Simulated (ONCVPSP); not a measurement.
# Ni: the cost of one run

Method: ONCVPSP 4.0.1.1 (patched build), PBEsol, scalar-relativistic.

### 1 Starting point

The settings as typed:

```json
{
 "element": "nickel (Ni, Z = 28)",
 "type": "optimised norm-conserving Vanderbilt (ONCV)",
 "frozen core": "[Ne]",
 "valence charge": "18",
 "reference configuration": "3s2 3p6 3d8 4s2",
 "partial waves": "3s+4s: rc 1.30 bohr, ncon 3, nbas 6, qcut 8.5 1/bohr, 2 projectors; 3p: rc 0.80 bohr, ncon 4, nbas 9, qcut 10 1/bohr, 2 projectors, debl 2.4 Ha; 3d: rc 1.60 bohr, ncon 4, nbas 8, qcut 11.3 1/bohr, 2 projectors, debl 2.6 Ha; f scattering state at 0.34 Ha: rc 1.70 bohr, ncon 4, nbas 8, qcut 6.8 1/bohr, 2 projectors, debl 1.2 Ha",
 "local potential": "polynomial inside 0.65 bohr (lpopt 4, dvloc0 0 Ha)",
 "core correction": "Teter function, fcfact 4.75, rcfact 1.8"
}
```

An earlier all-electron run gives the scale for the radii.

All-electron outer shells of the reference configuration (PBEsol, scalar-relativistic, ld1.x):

| shell | level (eV) | outermost node (bohr) | outermost maximum (bohr) |
| --- | --- | --- | --- |
| 2p | -844.17 | – | 0.16 |
| 3s | -110.78 | 0.30 | 0.64 |
| 3p | -71.25 | 0.27 | 0.65 |
| 3d | -8.90 | – | 0.63 |
| 4s | -5.66 | 0.92 | 2.24 |
| 4p | -1.19 | 1.00 | 3.14 |

### 2 Generation

Contents of Ni.dat:

```
# ATOM AND REFERENCE CONFIGURATION
# atsym  z   nc   nv     iexc    psfile
  Ni 28.00    3    4  -116133      upf
#
#   n    l    f
    1    0    2.00
    2    0    2.00
    2    1    6.00
    3    0    2.00
    3    1    6.00
    3    2    8.00
    4    0    2.00
#
# PSEUDOPOTENTIAL AND OPTIMIZATION
# lmax
    3
#
#   l,   rc,      ep,       ncon, nbas, qcut
    0    1.30    0.00    3    6    8.50
    1    0.80    0.00    4    9   10.00
    2    1.60    0.00    4    8   11.30
    3    1.70    0.34    4    8    6.80
#
# LOCAL POTENTIAL
# lloc, lpopt,  rc(5),   dvloc0
    4    4    0.65    0.00
#
# VANDERBILT-KLEINMAN-BYLANDER PROJECTORs
# l, nproj, debl
    0    2    0.70
    1    2    2.40
    2    2    2.60
    3    2    1.20
#
# MODEL CORE CHARGE
# icmod, fcfact, rcfact
    3    4.75    1.80
#
# LOG DERIVATIVE ANALYSIS
# epsh1, epsh2, depsh
   -6.00    5.00    0.04
#
# OUTPUT GRID
# rlmax, drl
    6.00    0.01
#
# TEST CONFIGURATIONS
# ncnf
    4
# nvcnf
#   n    l    f
    4
    3    0    2.00
    3    1    6.00
    3    2    8.00
    4    0    1.00
#
    4
    3    0    2.00
    3    1    6.00
    3    2    8.00
    4    0    0.00
#
    4
    3    0    2.00
    3    1    6.00
    3    2    7.00
    4    0    0.00
#
    4
    3    0    2.00
    3    1    6.00
    3    2    8.50
    4    0    1.50
#
```

On the command line:

```sh
$ oncvpsp.x < Ni.dat > Ni.out
```

**Question.** How long does this run take on 1 thread of Neoverse-N1, shared host?

About 7.4 s.
